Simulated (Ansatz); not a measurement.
# Osmium tetroxide (OsO4): up Jacob's ladder to CCSD(T)

An exercise on one series of results from a longer session: the logs are not shown, and one member is left open.

Method: functionals in def2-TZVPP, the program's frozen cores in correlated methods; program: Ansatz 0.2.0, Gaussian basis.

The runs, in order: LDA (SPW92), PBE-D4, revPBE-D4, BLYP-D4, r2SCAN-D4, B97M-V, PBE0-D4, B3LYP-D4, r2SCANh-D4, r2SCAN0-D4, HSE06-D4, BHLYP-D4, CAM-B3LYP-D4, LC-ωPBE, ωB97X-V, ωB97M-V, B2PLYP, PBE-QIDH; CCSD(T)/def2-SVP; CCSD(T)/def2-TZVPP; CCSD(T)/def2-QZVPP; extrapolation to the limit; RPA on PBE.

## Structure used throughout

All runs share one geometry, relaxed beforehand with PBE0-D4 in a triple-zeta def2 set. Os takes the def2 core potential; no spin-orbit term is included.

SMILES `[O]=[Os](=[O])(=[O])=[O]`, 5 atoms, charge 0, spin multiplicity 1.

Atoms are counted from 1 here; the program's logs count them from 0.

Bond lengths: O1–Os2 1.691 Å, Os2–O3 1.691 Å, Os2–O4 1.691 Å, Os2–O5 1.691 Å. Angles: O1–Os2–O3 109.5°, O1–Os2–O4 109.5°, O1–Os2–O5 109.5°, O3–Os2–O4 109.5°, O3–Os2–O5 109.5°, O4–Os2–O5 109.5°.

Set-up of the first run:

Input file in.yaml:

```yaml
crystal:
  periodic: [false, false, false]
  atoms:
    - {symbol: O, position_ang: [-0.891817, -0.135087, 1.429828]}
    - {symbol: Os, position_ang: [-0.000002, 0.000000, 0.000000]}
    - {symbol: O, position_ang: [1.432027, -0.887020, 0.143105]}
    - {symbol: O, position_ang: [-0.909912, -0.603229, -1.290802]}
    - {symbol: O, position_ang: [0.369694, 1.625336, -0.282132]}
basis:
  gaussian: {orbitals: def2-TZVPP}
hamiltonian: {xc: lda}
output: {orbitals: {seedname: orbitals}}
```

The run is started by

```console
$ ansatz run in.yaml --threads 2 --pin off --events-out ev --progress --plain --max-ram 22528MiB --backend cpu
```

Steps of the session up to this table: LDA; PBE-D4 (GGA); revPBE-D4 (GGA); BLYP-D4 (GGA); r2SCAN-D4 (meta-GGA); B97M-V (meta-GGA); PBE0-D4 (hybrid); B3LYP-D4 (hybrid); r2SCANh-D4 (hybrid); r2SCAN0-D4 (hybrid); HSE06-D4 (hybrid); BHLYP-D4 (hybrid); CAM-B3LYP-D4 (range-separated); LC-ωPBE (range-separated); ωB97X-V (range-separated); ωB97M-V (range-separated); B2PLYP (double hybrid); PBE-QIDH (double hybrid).

One of the session's tables, all rows but one given; the rest of the session is left out.

It belongs to the step «Orbital energies across the functionals». 

```
  functional  HOMO (eV)  LUMO (eV)  gap (eV)
 LDA (SPW92)      -9.23      -4.93      4.30
      PBE-D4      -8.95      -4.68      4.27
   revPBE-D4      -8.85      -4.58      4.27
     BLYP-D4      -8.84      -4.62      4.23
   r2SCAN-D4      -9.35      -4.78      4.57
      B97M-V      -9.38      -4.73      4.66
     PBE0-D4     -10.55      -4.15      6.40
    B3LYP-D4     -10.30      -4.37      5.93
  r2SCANh-D4      -9.94      -4.57      5.38
  r2SCAN0-D4     -10.85      -4.23      6.61
    HSE06-D4          ?          ?         ?
    BHLYP-D4     -12.10      -3.52      8.58
CAM-B3LYP-D4     -11.98      -3.16      8.82
     LC-ωPBE     -13.25      -2.02     11.23
     ωB97X-V     -12.90      -2.05     10.85
     ωB97M-V     -12.83      -2.04     10.78
```

**Question.** Estimate the row for HSE06-D4.

**Answer.** HOMO (eV): -10.15; LUMO (eV): -4.53; gap (eV): 5.62. In the column «HOMO (eV)» it lies between B3LYP-D4 (-10.30) and r2SCANh-D4 (-9.94).
